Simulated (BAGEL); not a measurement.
# singlet CH3F2Si+: a chain of runs

Aim: the energy (singlet CH3F2Si+, HF/def2-SVP), then a single-point energy (doublet CH3F2Si, NEVPT2(3,3)/def2-SVP), then the energy (doublet CH3F2Si, CASPT2(3,3)/def2-SVP) of CH3F2Si. 

The calculation is run with BAGEL 1.2.2.

## Step 1: Starting point

The species is CH3F2Si+ (7 atoms), meant as a singlet with charge +1. As SMILES of the parent species, `C[Si](F)F`. The C1–H6 distance was set to 1.473 Å, away from the relaxed value. That shape belongs to the parent species and isn't relaxed for this state.

Bond lengths: C1–Si2 1.860 Å, Si2–F3 1.598 Å, Si2–F4 1.598 Å, C1–H5 1.091 Å, C1–H7 1.094 Å. Angles: C1–Si2–F3 108.7°, C1–Si2–F4 108.7°, F3–Si2–F4 106.1°, Si2–C1–H5 110.5°, Si2–C1–H7 108.7°, H5–C1–H7 109.0°. A long bond or contact: C1–H6 1.473 Å.

## Step 2: A single-point energy at HF/def2-SVP (density fitting with svp-jkfit) (run 1)

Contents of calc.json:

```json
{ "bagel" : [

{
  "title" : "molecule",
  "basis" : "svp",
  "df_basis" : "svp-jkfit",
  "angstrom" : true,
  "geometry" : [
    { "atom" : "C", "xyz" : [      -0.458596,       0.421487,      -0.349341 ] },
    { "atom" : "Si", "xyz" : [       0.600704,      -1.097913,      -0.176841 ] },
    { "atom" : "F", "xyz" : [       0.893004,      -1.345113,       1.374459 ] },
    { "atom" : "F", "xyz" : [      -0.235296,      -2.364313,      -0.677341 ] },
    { "atom" : "H", "xyz" : [      -0.723596,       0.586287,      -1.394841 ] },
    { "atom" : "H", "xyz" : [       0.252700,       1.607700,       0.157300 ] },
    { "atom" : "H", "xyz" : [      -1.374196,       0.278787,       0.232859 ] }
  ]
},

{ "title" : "hf", "charge" : 1 },

{ "title" : "print", "file" : "orbitals.molden", "orbitals" : true }

]}
```

Command:

```sh
BAGEL_NUM_THREADS=1 BAGEL calc.json > calc.out
```

Standard output:

```text
* using 1 threads per process

  ===============================================================
  ===============================================================

  *** Geometry ***

  { "atom" : "C", "xyz" : [     -0.866621,      0.796495,     -0.660159 ] },
  { "atom" : "Si", "xyz" : [      1.135166,     -2.074755,     -0.334181 ] },
  { "atom" : "F", "xyz" : [      1.687533,     -2.541895,      2.597351 ] },
  { "atom" : "F", "xyz" : [     -0.444645,     -4.467904,     -1.279989 ] },
  { "atom" : "H", "xyz" : [     -1.367398,      1.107922,     -2.635867 ] },
  { "atom" : "H", "xyz" : [      0.477534,      3.038113,      0.297254 ] },
  { "atom" : "H", "xyz" : [     -2.596854,      0.526831,      0.440040 ] },

  Number of auxiliary basis functions:      411

  Since a DF basis is specified, we compute 2- and 3-index integrals:
    o Being stored without compression. Storage requirement is 0.018 GB

  Number of basis functions:       75
  Number of electrons      :       41

    * METHOD: MOLECULE                             0.40

  *** RHF ***

  === Nuclear Repulsion ===
   170.5565468924

      * DIIS with orbital gradients will be used.

  === RHF iteration (svp) ===
      0       -526.59548815          0.02360101           0.09
      1       -526.75199040          0.01585223           0.09
      2       -526.84787336          0.00157088           0.10
      3       -526.84917383          0.00051464           0.09
      4       -526.84931548          0.00012958           0.11
      5       -526.84932476          0.00003092           0.12
      6       -526.84932585          0.00001308           0.10
      7       -526.84932606          0.00000369           0.09
      8       -526.84932609          0.00000156           0.09
      9       -526.84932609          0.00000069           0.09
     10       -526.84932609          0.00000023           0.10
     11       -526.84932609          0.00000010           0.07
     12       -526.84932609          0.00000003           0.09
     13       -526.84932609          0.00000001           0.09
    * SCF iteration converged.

    * Permanent dipole moment:
           (   -0.843844,    -1.427131,     1.111987) a.u.

    * METHOD: HF                                   1.59

    * METHOD: PRINT                                0.03

  ===============================================================
```

Run time: 2.4 s. Hardware: 1 thread of Intel Xeon Platinum 8259CL at 2.50GHz (Skylake/Cascade Lake), shared host; peak memory 0.13 GiB.

## Step 3: Doublet neutral CH3F2Si: the energy at NEVPT2(3,3)/def2-SVP (density fitting with svp-jkfit) (run 2)

Contents of input.json:

```json
{ "bagel": [

{
  "title": "molecule",
  "basis": "svp",
  "df_basis": "svp-jkfit",
  "angstrom": true,
  "geometry": [
    { "atom": "C", "xyz": [      -0.458596,       0.421487,      -0.349341 ] },
    { "atom": "Si", "xyz": [       0.600704,      -1.097913,      -0.176841 ] },
    { "atom": "F", "xyz": [       0.893004,      -1.345113,       1.374459 ] },
    { "atom": "F", "xyz": [      -0.235296,      -2.364313,      -0.677341 ] },
    { "atom": "H", "xyz": [      -0.723596,       0.586287,      -1.394841 ] },
    { "atom": "H", "xyz": [       0.252700,       1.607700,       0.157300 ] },
    { "atom": "H", "xyz": [      -1.374196,       0.278787,       0.232859 ] }
  ]
},

{ "title": "hf", "charge": 1 },

{ "title": "casscf", "nstate": 1, "nact": 3, "nclosed": 19, "nspin": 1, "active": [20, 21, 22], "maxiter": 200, "natocc": true },

{
  "title": "nevpt2",
  "nstate": 1,
  "nact": 3,
  "nclosed": 19,
  "nspin": 1,
  "active": [20, 21, 22],
  "maxiter": 200,
  "natocc": true,
  "ncore": 8
},

{ "title": "print", "file": "orbitals.molden", "orbitals": true }

]}
```

Command:

```sh
BAGEL_NUM_THREADS=1 BAGEL input.json > input.out
```

Standard output:

```text
* using 1 threads per process

  ===============================================================
  ===============================================================

  *** Geometry ***

  { "atom" : "C", "xyz" : [     -0.866621,      0.796495,     -0.660159 ] },
  { "atom" : "Si", "xyz" : [      1.135166,     -2.074755,     -0.334181 ] },
  { "atom" : "F", "xyz" : [      1.687533,     -2.541895,      2.597351 ] },
  { "atom" : "F", "xyz" : [     -0.444645,     -4.467904,     -1.279989 ] },
  { "atom" : "H", "xyz" : [     -1.367398,      1.107922,     -2.635867 ] },
  { "atom" : "H", "xyz" : [      0.477534,      3.038113,      0.297254 ] },
  { "atom" : "H", "xyz" : [     -2.596854,      0.526831,      0.440040 ] },

  Number of auxiliary basis functions:      411

[... 21 lines left out ...]
    * SCF iteration converged.
[... 1 line left out ...]
    * Permanent dipole moment:
[... 28 lines left out ...]
    * Second-order optimization converged. *
[... 13 lines left out ...]
     * ci vector, state   0, <S^2> = 0.7500
       2a.     0.9861521540
       .a2     0.1656824373

    * METHOD: CASSCF                               7.07

    * freezing 8 orbitals

  === DF-NEVPT2 calculation ===

    * 3-index integral transformation done
    * assembly done

      NEVPT2 correlation energy:   -0.5693949850      0.34

          (+0)     -0.4866676829
          (+0)'    -0.0166233483
          (+1)     -0.0174209195
          (+1)'    -0.0004690658
          (+2)     -0.0003112420
          (-1)     -0.0400698275
          (-1)'    -0.0005769964
          (-2)     -0.0072559026

      NEVPT2 total energy:       -527.7756084813

    * METHOD: NEVPT2                               0.60

    * METHOD: PRINT                                0.02

  ===============================================================
```

Wall time 10 s (1 thread of Intel Xeon Platinum 8259CL at 2.50GHz (Skylake/Cascade Lake), shared host); peak memory 0.13 GiB.

## Step 4: Doublet neutral CH3F2Si: the energy at CASPT2(3,3)/def2-SVP (density fitting with svp-jkfit) (run 3)

Contents of job.json:

```json
{ "bagel" : [

{
  "title" : "molecule",
  "basis" : "svp",
  "df_basis" : "svp-jkfit",
  "angstrom" : true,
  "geometry" : [
    { "atom" : "C", "xyz" : [      -0.458596,       0.421487,      -0.349341 ] },
    { "atom" : "Si", "xyz" : [       0.600704,      -1.097913,      -0.176841 ] },
    { "atom" : "F", "xyz" : [       0.893004,      -1.345113,       1.374459 ] },
    { "atom" : "F", "xyz" : [      -0.235296,      -2.364313,      -0.677341 ] },
    { "atom" : "H", "xyz" : [      -0.723596,       0.586287,      -1.394841 ] },
    { "atom" : "H", "xyz" : [       0.252700,       1.607700,       0.157300 ] },
    { "atom" : "H", "xyz" : [      -1.374196,       0.278787,       0.232859 ] }
  ]
},

{
  "title" : "hf",
  "charge" : 1
},

{
  "title" : "casscf",
  "nstate" : 1,
  "nact" : 3,
  "nclosed" : 19,
  "nspin" : 1,
  "active" : [20, 21, 22],
  "maxiter" : 200,
  "natocc" : true
},

{
  "title" : "print",
  "file" : "orbitals.molden",
  "orbitals" : true
},

{
  "title" : "smith",
  "method" : "caspt2",
  "ms" : true,
  "xms" : true,
  "sssr" : true,
  "shift" : 0.2,
  "shift_imag" : true,
  "ncore" : 8
}

]}
```

Command:

```sh
BAGEL_NUM_THREADS=1 BAGEL job.json > job.out
```

Standard output:

```text
* using 1 threads per process

  ===============================================================
  ===============================================================

  *** Geometry ***

  { "atom" : "C", "xyz" : [     -0.866621,      0.796495,     -0.660159 ] },
  { "atom" : "Si", "xyz" : [      1.135166,     -2.074755,     -0.334181 ] },
  { "atom" : "F", "xyz" : [      1.687533,     -2.541895,      2.597351 ] },
  { "atom" : "F", "xyz" : [     -0.444645,     -4.467904,     -1.279989 ] },
  { "atom" : "H", "xyz" : [     -1.367398,      1.107922,     -2.635867 ] },
  { "atom" : "H", "xyz" : [      0.477534,      3.038113,      0.297254 ] },
  { "atom" : "H", "xyz" : [     -2.596854,      0.526831,      0.440040 ] },

  Number of auxiliary basis functions:      411

[... 21 lines left out ...]
    * SCF iteration converged.
[... 1 line left out ...]
    * Permanent dipole moment:
[... 28 lines left out ...]
    * Second-order optimization converged. *
[... 13 lines left out ...]
     * ci vector, state   0, <S^2> = 0.7500
[... 16 lines left out ...]
    * Zeroth order energy : state  0       -1.1113188100
[... 4 lines left out ...]
       #      aibj      arbs      arbi      airj      risj      airs      arst      rist         Etot      error   time
[... 2 lines left out ...]
       0  -0.48618  -0.00876  -0.04216  -0.01911  -0.00045  -0.01518  -0.00061  -0.00048   -0.5729301  0.0012953   0.23
       1  -0.48628  -0.00880  -0.04224  -0.01920  -0.00047  -0.01546  -0.00063  -0.00050   -0.5735831  0.0002170   0.24
       2  -0.48629  -0.00880  -0.04224  -0.01920  -0.00047  -0.01547  -0.00063  -0.00050   -0.5736037  0.0000407   0.23
       3  -0.48629  -0.00880  -0.04224  -0.01920  -0.00048  -0.01547  -0.00063  -0.00050   -0.5736043  0.0000079   0.22
       4  -0.48629  -0.00880  -0.04224  -0.01920  -0.00048  -0.01547  -0.00063  -0.00050   -0.5736044  0.0000013   0.22
       5  -0.48629  -0.00880  -0.04224  -0.01920  -0.00048  -0.01547  -0.00063  -0.00050   -0.5736044  0.0000002   0.23

      ------------------------------------------------------------------------------------------------------------------

    * CASPT2 energy : state  0     -527.7817971173
        w/o shift correction       -527.7798178653
        reference weight              0.8693800684

    * METHOD: SMITH                                1.94

  ===============================================================
```

It took 11 s on 1 thread of Intel Xeon Platinum 8259CL at 2.50GHz (Skylake/Cascade Lake), shared host; peak memory 0.14 GiB.

## Step 5: Results

```
                                    quantity          value
            run 1, HF/def2-SVP: total energy  -526.84933 Eh
             run 1, HF/def2-SVP: HOMO energy      -19.34 eV
             run 1, HF/def2-SVP: LUMO energy       -7.99 eV
           run 1, HF/def2-SVP: HOMO–LUMO gap       11.35 eV
doublet neutral CH3F2Si, run 2: total energy  -527.77561 Eh
doublet neutral CH3F2Si, run 3: total energy  -527.78180 Eh
```
